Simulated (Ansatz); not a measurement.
# C3H9GeNS: the cost of one run

Method: RHF/def2-SVP, in Ansatz 0.2.0.

### Step 1. The structure to begin with

Bond lengths (14 of 15 bonds, heavy atoms first): C1–C2 1.534 Å, C2–Ge3 1.955 Å, Ge3–N4 1.930 Å, Ge3–C5 1.885 Å, Ge3–S6 2.264 Å, C5–S6 1.782 Å, C1–H7 1.108 Å, C1–H8 1.050 Å, C1–H9 1.173 Å, C2–H10 1.087 Å, C2–H11 1.100 Å, N4–H12 1.088 Å, N4–H13 1.087 Å, C5–H14 1.124 Å. Angles (14 of 28 angles, heavy atoms first): C1–C2–Ge3 112.2°, C2–Ge3–N4 116.1°, C2–Ge3–C5 124.2°, C2–Ge3–S6 109.7°, N4–Ge3–C5 119.7°, N4–Ge3–S6 110.5°, C5–Ge3–S6 49.8°, Ge3–C5–S6 76.2°, Ge3–S6–C5 53.9°, C1–C2–H10 110.1°, C1–C2–H11 106.3°, Ge3–C2–H10 108.3°, Ge3–C2–H11 109.6°, C2–C1–H7 109.9°.

Coordinates:

```xyz
15

C    -0.0378   -2.0043    0.8199
C     0.4229   -1.2954   -0.4606
Ge    0.2520    0.6475   -0.3307
N     1.2663    1.4956    1.0752
C    -0.8142    1.6965   -1.4776
S    -1.9355    1.2128   -0.1805
H     0.5353   -1.6231    1.6885
H     0.0458   -3.0445    0.7057
H    -1.1510   -1.6881    1.0126
H    -0.1673   -1.6342   -1.3078
H     1.4807   -1.5648   -0.5993
H     0.7363    1.2018    1.9789
H     0.9771    2.5370    0.9564
H    -0.6042    2.7985   -1.4151
H    -1.0284    1.2138   -2.4362
```

### Step 2. Relaxing end A

Contents of input.yaml:

```yaml
crystal:
  periodic: [false, false, false]
  atoms:
    - { symbol: C, position_ang: [-0.0378, -2.0043, 0.8199] }
    - { symbol: C, position_ang: [0.4229, -1.2954, -0.4606] }
    - { symbol: Ge, position_ang: [0.252, 0.6475, -0.3307] }
    - { symbol: "N", position_ang: [1.2663, 1.4956, 1.0752] }
    - { symbol: C, position_ang: [-0.8142, 1.6965, -1.4776] }
    - { symbol: S, position_ang: [-1.9355, 1.2128, -0.1805] }
    - { symbol: H, position_ang: [0.5353, -1.6231, 1.6885] }
    - { symbol: H, position_ang: [0.0458, -3.0445, 0.7057] }
    - { symbol: H, position_ang: [-1.151, -1.6881, 1.0126] }
    - { symbol: H, position_ang: [-0.1673, -1.6342, -1.3078] }
    - { symbol: H, position_ang: [1.4807, -1.5648, -0.5993] }
    - { symbol: H, position_ang: [0.7363, 1.2018, 1.9789] }
    - { symbol: H, position_ang: [0.9771, 2.537, 0.9564] }
    - { symbol: H, position_ang: [-0.6042, 2.7985, -1.4151] }
    - { symbol: H, position_ang: [-1.0284, 1.2138, -2.4362] }
basis:
  gaussian: { orbitals: def2-SVP }
hamiltonian:
  xc: hf
relax:
  f_tol: 0.015
  max_steps: 40
```

Command:

```sh
> ansatz run input.yaml --threads 2 --pin off --max-ram 3072MiB --backend cpu --events-out ev --progress --plain --runs-dir out
```

**Question.** How long does this run take on 2 threads of Arm Neoverse V2, shared host, and how much memory does it need?

About 56 s, with a peak of 0.47 GiB.
